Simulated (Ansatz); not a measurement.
# FGaH2OS: one structure at several levels

The task here is to estimate one member of a computed series from the others.

The runs use Ansatz 0.2.0, Gaussian basis; single points in def2-TZVPP.

Cores are frozen in the correlated methods. Filled d shells of the heavier atoms are correlated.

## Starting geometry

6 atoms, charge 0, spin multiplicity 1.

Atoms are counted from 1 here; the program's logs count them from 0.

Bond lengths: O1–Ga2 1.739 Å, O1–H5 0.958 Å, Ga2–F3 1.742 Å, Ga2–S4 2.205 Å, S4–H6 1.347 Å. Angles: Ga2–O1–H5 128.7°, O1–Ga2–F3 110.0°, O1–Ga2–S4 128.3°, F3–Ga2–S4 121.7°, Ga2–S4–H6 91.3°.

Geometry (Å):

```
O     1.0625   -0.1645   -1.1485
Ga    0.2608   -0.4438    0.3692
F     1.2223   -1.5011    1.3661
S    -1.6558    0.3878    1.0744
H     0.7030    0.2002   -1.9578
H    -1.5360    1.4446    0.2471
```

Set-up of the first run:

Contents of run/in.yaml:

```yaml
crystal:
  periodic: [false, false, false]
  atoms:
    - {symbol: O, position_ang: [1.062500, -0.164500, -1.148500]}
    - {symbol: Ga, position_ang: [0.260800, -0.443800, 0.369200]}
    - {symbol: F, position_ang: [1.222300, -1.501100, 1.366100]}
    - {symbol: S, position_ang: [-1.655800, 0.387800, 1.074400]}
    - {symbol: H, position_ang: [0.703000, 0.200200, -1.957800]}
    - {symbol: H, position_ang: [-1.536000, 1.444600, 0.247100]}
basis:
  gaussian: {orbitals: def2-TZVPP}
correlation: {method: ccsd_t}
```

Launch:

```bash
$ ansatz run in.yaml --threads 8 --pin off --events-out ev --progress --plain --max-ram 10444MiB
```

Among the steps run: CCSD(T)/def2-TZVPP; PBE0-D4/def2-TZVPP; wB97M-V/def2-TZVPP; r2SCAN-D4/def2-TZVPP; PBE-D4/def2-TZVPP; r2SCAN0-D4/def2-TZVPP; BLYP-D4/def2-TZVPP.

One table of the session follows, with a row left open; its other results are not shown here.

| method | RMS force component (eV/Å) | dipole (D) |
| --- | --- | --- |
| PBE0-D4 | 0.307 | 3.41 |
| wB97M-V | 0.330 | 3.38 |
| r2SCAN-D4 | 0.305 | 3.36 |
| PBE-D4 | 0.435 | 3.28 |
| r2SCAN0-D4 | 0.318 | 3.47 |
| BLYP-D4 | ? | ? |

**Question.** Estimate the row for BLYP-D4.

As computed: RMS force component (eV/Å): 0.497; dipole (D): 3.29. In the column «RMS force component (eV/Å)» it is the highest.
